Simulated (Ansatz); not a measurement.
## CdSe, space group F-43m: a phonon calculation by linear response, step by step

Program: the Ansatz DFT code, driven from Python.

Interactive session:
```pycon
>>> from pathlib import Path
>>> import ansatz as az
>>> from ase import Atoms
>>> import numpy as np
>>> atoms = Atoms(
...     ["Cd", "Se"],
...     scaled_positions=[
...         [0.0, 0.0, 0.0],
...         [0.75, 0.75, 0.75],
...     ],
...     cell=[
...         [0.0, 3.070271, 3.070271],
...         [3.070271, 0.0, 3.070271],
...         [3.070271, 3.070271, 0.0],
...     ],
...     pbc=True,
... )
>>> system = az.Crystal.from_ase(atoms)
>>> model = (
...     system.calculation()
...     .functional("lda")
...     .pseudopotentials("paw")
...     .occupations("Fixed")  # whole-number filling, right only where there is a gap
...     .kpoints(6, 6, 6)  # the mesh must be finer for metals
...     .phonons("dfpt", points=[(0, 0, 0), (0, 0, 0.5)])
... )
>>> outcome = model.run(threads=1, backend="cpu", runs_dir="runs")
DeckWarning: basis.ecutwfc = 420 eV, auto-derived from the records' recommended cutoffs: set by Cd (normal level)
>>> ph = outcome.phonons
>>> for q in ph.qpoints:
...     print("q =", np.round(q.q_frac, 3), "1/cm:", " ".join(f"{w:.1f}" for w in q.omega_inv_cm))
...
q = [0. 0. 0.] 1/cm: -0.0 0.0 0.0 154.7 154.7 154.7
q = [0.  0.  0.5] 1/cm: 39.4 39.4 119.9 159.9 159.9 171.4
```

Caveats:
- The cell isn't relaxed first, so the values belong to this volume.
- No non-analytic term is added, so at the zone centre the longitudinal optical modes of a polar crystal aren't split off.
- The structure comes from a database of computed cells and needn't be a stable or known phase.
- Warnings are shown shortened and without file and line.
- The structure is taken as given; imaginary modes can come from an unrelaxed or unstable start.
- It ran for 52 s on 1 thread of Arm Neoverse N1, with other jobs on the host, peak memory 0.58 GiB.
